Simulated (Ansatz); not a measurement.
**CH₆AlBOSi: up Jacob's ladder to CCSD(T)**

How much do the methods differ for CH₆AlBOSi? The plan is to run it at one geometry with functionals of several rungs and with coupled cluster, and see how far each lands from CCSD(T) at the basis-set limit for the atomisation energy.

Method: functionals in def2-TZVPP, the program's frozen cores in correlated methods; program: Ansatz 0.2.0, Gaussian basis.

Levels to be run: PBE-D4, r2SCAN-D4, PBE0-D4, B3LYP-D4, ωB97X-V, ωB97M-V, B2PLYP; CCSD(T)/def2-TZVPP; MP2/def2-QZVPP; extrapolation to the limit.

**1. Structure used throughout**

All runs share one geometry, relaxed beforehand with PBE0-D4 in a triple-zeta def2 set.

SMILES `[BH]1C[SiH2][O][AlH]1`, 11 atoms, charge 0, spin multiplicity 1.

Atoms are counted from 1 here; the program's logs count them from 0.

Bond lengths: B1–C2 1.549 Å, B1–Al5 2.143 Å, B1–H6 1.198 Å, C2–Si3 1.910 Å, C2–H7 1.092 Å, C2–H8 1.103 Å, Si3–O4 1.643 Å, Si3–H9 1.486 Å, Si3–H10 1.488 Å, O4–Al5 1.732 Å, Al5–H11 1.584 Å. Angles: C2–B1–Al5 104.4°, C2–B1–H6 121.7°, Al5–B1–H6 132.3°, B1–C2–Si3 104.7°, B1–C2–H7 118.7°, B1–C2–H8 109.2°, Si3–C2–H7 115.9°, Si3–C2–H8 97.3°, H7–C2–H8 108.8°, C2–Si3–O4 104.5°, C2–Si3–H9 111.0°, C2–Si3–H10 110.9°, O4–Si3–H9 110.8°, O4–Si3–H10 111.3°, H9–Si3–H10 108.4°, Si3–O4–Al5 115.5°, B1–Al5–O4 96.2°, B1–Al5–H11 145.1° and more.

**2. PBE-D4 (GGA)**

in.yaml

```yaml
crystal:
  periodic: [false, false, false]
  atoms:
    - {symbol: B, position_ang: [-1.421281, -0.272510, 0.180013]}
    - {symbol: C, position_ang: [-0.157071, -0.652275, 0.989977]}
    - {symbol: Si, position_ang: [1.212132, 0.499047, 0.320546]}
    - {symbol: O, position_ang: [0.918173, 0.592846, -1.292745]}
    - {symbol: Al, position_ang: [-0.685319, 0.162029, -1.785312]}
    - {symbol: H, position_ang: [-2.470398, -0.053854, 0.715211]}
    - {symbol: H, position_ang: [-0.231694, -0.722186, 2.077235]}
    - {symbol: H, position_ang: [0.252982, -1.599287, 0.600006]}
    - {symbol: H, position_ang: [2.560157, -0.070869, 0.579514]}
    - {symbol: H, position_ang: [1.138093, 1.839860, 0.961731]}
    - {symbol: H, position_ang: [-1.050473, 0.220099, -3.325476]}
basis:
  gaussian: {orbitals: def2-TZVPP}
hamiltonian: {xc: pbe, dispersion: d4}
output: {forces: true, orbitals: {seedname: orbitals}}
```

Started as:

```console
> ansatz run in.yaml --threads 4 --pin off --events-out ev --progress --plain --max-ram 10444MiB
```

After this run come: r2SCAN-D4 (meta-GGA); PBE0-D4 (hybrid); B3LYP-D4 (hybrid); ωB97X-V (range-separated); ωB97M-V (range-separated); B2PLYP (double hybrid); CCSD(T) in def2-TZVPP; MP2 in def2-QZVPP.

Q: Predict the results of all the runs planned. Wanted: atomisation energy, CCSD(T)/CBS; farthest; mean size of error, hybrid; mean size of error, range-separated; gap, smallest and largest; T1 diagnostic; triples share of the correlation energy.

The runs gave:

| quantity | value |
| --- | --- |
| atomisation energy, CCSD(T)/CBS | 946.3 kcal/mol |
| functionals within 4.7 kcal/mol (0.5 %) | PBE0-D4, B3LYP-D4, ωB97M-V |
| farthest | B2PLYP (-11.4 kcal/mol) |
| mean size of error, hybrid | 3.3 kcal/mol |
| mean size of error, range-separated | 4.4 kcal/mol |
| gap, smallest and largest | 2.73 eV (PBE-D4), 9.15 eV (ωB97X-V) |
| T1 diagnostic | 0.0139 |
| triples share of the correlation energy | 3.8 % |

In words: PBE-D4 is off by +5.6 kcal/mol. Double hybrids carry the basis error of their MP2 part in triple zeta, and no dispersion term here, so their miss is partly the set-up's. The reference freezes the cores and leaves out relativity and excitations past (T), so misses under about 4.7 kcal/mol can't be ranked. Hartree-Fock recovers 76 % of the binding; the rest is correlation. Orbital gaps span 2.7 to 9.2 eV; exact exchange widens them.
